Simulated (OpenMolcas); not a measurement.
**BSnNH4 (SMILES [BH]1[NH][SnH2]1), run twice**

Wanted: a single-point energy of BSnNH4, HF/def2-TZVPP (Cholesky decomposition, core potential, C-PCM dichloroethane).

The calculation is run with OpenMolcas 26.06.

4 further runs of the same task are left out: 4 set aside as unsound or not needed.

**1. The molecule**

BSnNH4: 7 atoms, total charge 0, spin state singlet. SMILES: `[BH]1[NH][SnH2]1`. Geometry: a rough force-field guess.

Bond lengths: B1–N2 1.533 Å, B1–Sn3 2.274 Å, N2–Sn3 1.968 Å, B1–H4 1.122 Å, N2–H5 1.062 Å, Sn3–H6 1.757 Å, Sn3–H7 1.794 Å. Some angles: B1–N2–Sn3 80.0°, N2–B1–Sn3 58.4°, B1–Sn3–N2 41.6°, B1–N2–H5 105.3°, Sn3–N2–H5 108.5°, N2–B1–H4 148.3°, Sn3–B1–H4 153.3°, B1–Sn3–H6 106.1°, B1–Sn3–H7 103.8°, N2–Sn3–H6 118.5°.

**2. Try one**

Contents of mol.input:

```
* BH4NSn Hartree-Fock
&GATEWAY
XBAS
B.def2-TZVPP
N.def2-TZVPP
Sn.def2-TZVPP
H.def2-TZVPP
End of Basis
ZMAT
B1
N2 1 1.533467
Sn3 2 1.96771 1 79.97396
H4 1 1.122124 2 148.25499 3 178.29818
H5 2 1.061919 1 105.3187 4 -75.10267
H6 3 1.757416 2 118.50475 5 174.83069
H7 3 1.793885 6 121.55037 2 -161.16978
End of ZMAT
RF-Input
PCM-Model
Solvent=dichloroethane
Conductor
End of RF-Input
&SEWARD
Medium
&SCF
Charge = -1
PrOrbitals = 1 1
```

Command:

```sh
$ export MOLCAS_MEM=1860
$ pymolcas mol.input > mol.log
```

What it wrote:

```text
--- Start Module: gateway ---

                                              &GATEWAY

                       available to each process: 1.9 GB of memory, 1 thread

++    Symmetry information:
      ---------------------

                    Character Table for C1

                             E
                    a        1  x, y, xy, Rz, z, xz, Ry, yz, Rx, I
--

++    Basis set information:
      ----------------------

      Basis set label: B.DEF2-TZVPP.....

      Electronic valence basis set:
      ------------------
      Associated Effective Charge   5.000000 au
      Associated Actual Charge      5.000000 au
      Nuclear Model: Point charge

      Shell  nPrim  nBasis  Cartesian Spherical Contaminant
         s      11       5        X
         p       6       3        X
         d       2       2                 X
         f       1       1                 X

      Basis set label: N.DEF2-TZVPP.....

      Electronic valence basis set:
      ------------------
      Associated Effective Charge   7.000000 au
      Associated Actual Charge      7.000000 au
      Nuclear Model: Point charge

      Shell  nPrim  nBasis  Cartesian Spherical Contaminant
         s      11       5        X
         p       6       3        X
         d       2       2                 X
         f       1       1                 X

[... 130 lines left out ...]
            Nuclear Potential Energy            113.76153586 au

      Basis set specifications :
      Symmetry species         a
      Basis functions          168

--- Stop Module: seward /rc=_RC_ALL_IS_WELL_ ---
--- Module seward spent 17 seconds ---

--- Start Module: scf ---

                                                &SCF

                       available to each process: 1.9 GB of memory, 1 thread

++    Input section:
      --------------

      Header of the integral files:

      Cartesian coordinates in angstrom:
      -----------------------------------------------------
      No.  Label        X            Y            Z
      -----------------------------------------------------
       1   B1         0.00000000   0.00000000   0.00000000
       2   N2         0.00000000   0.00000000   1.53346700
       3   SN3        1.93766057   0.00000000   1.19089707
       4   H4        -0.59013375  -0.01753352  -0.95425206
       5   H5        -0.29258471   0.98150906   1.81401309
       6   H6         2.72724332  -1.53023486   0.83954062
       7   H7         2.69913860   1.56811161   0.76757616
      -----------------------------------------------------
      Nuclear repulsion energy =  113.76153586
--

++    Orbital specifications:
      -----------------------

      Symmetry species               1
                                     a
      Frozen orbitals                0
 WrInp: Error in definition of molecular charge!
 Current implementation only allows double occupations.
 Tot_Charge    :  -1.0000000000000000
 Tot_El_Charge :  -39.000000000000000
 Tot_Nuc_Charge:   38.000000000000000

--- Stop Module: scf /rc=-6 ---

.########################.
.# Non-zero return code #.
.########################.

    Timing: Wall=17.37 User=16.87 System=0.48
```

Run time: 18 s. Hardware: 1 thread of Intel Xeon 6975P-C (Granite Rapids), shared host; peak memory 0.16 GiB.

**3. Diagnosis**

The run ended with an error.

The log says `WrInp: Error in definition of molecular charge`. The fault: the electron count doesn't fit the spin or reference typed: an even count needs an odd multiplicity, an odd count an even one. To mend it: change of charge default in place of -1.

**4. Try two**

Changes to mol.input since step 2:

```diff
@@ -1,2 +1 @@
-* BH4NSn Hartree-Fock
 &GATEWAY
@@ -17,3 +16,3 @@
 End of ZMAT
-RF-Input
+RF-INPUT
 PCM-Model
@@ -23,5 +22,5 @@
 &SEWARD
-Medium
+MEDIUM
 &SCF
-Charge = -1
-PrOrbitals = 1 1
+ITERATIONS=30
+PRORBITALS=1 1
```

Command:

```sh
$ export MOLCAS_MEM=1860
$ pymolcas mol.input > mol.log
```

What it wrote:

```text
--- Start Module: gateway ---
[...]
--- Stop Module: gateway /rc=_RC_ALL_IS_WELL_ ---
--- Start Module: seward ---
[...]
      Basis functions          168
--- Stop Module: seward /rc=_RC_ALL_IS_WELL_ ---
[...]
--- Start Module: scf ---
[...]
       Convergence after  14 Iterations
[...]
::    Total SCF energy                               -294.7214224139
[...]
      Total spin, S                                     0.0000000000
[...]
      Total electronic charge=   38.000000
      Total            charge=   -0.000000
[...]
      Dipole Moment (debye):
      Origin of the operator (angstrom)=    1.5906    0.0068    1.1195
                   X= -3.3702E-01               Y=  1.6750E+00               Z=  6.3794E-01           Total=  1.8238E+00
      Quadrupole Moment (debye*angstrom):
[...]
--- Stop Module: scf /rc=_RC_ALL_IS_WELL_ ---
[...]
```

It took 32 s on 1 thread of Intel Xeon 6975P-C (Granite Rapids), shared host; peak memory 0.17 GiB.

**5. What came out**

Level: HF/def2-TZVPP (Cholesky decomposition, core potential, C-PCM dichloroethane).

```
     quantity          value
 total energy  -294.72142 Eh
dipole moment         1.82 D
  HOMO energy       -6.88 eV
  LUMO energy        1.23 eV
HOMO–LUMO gap        8.11 eV
```
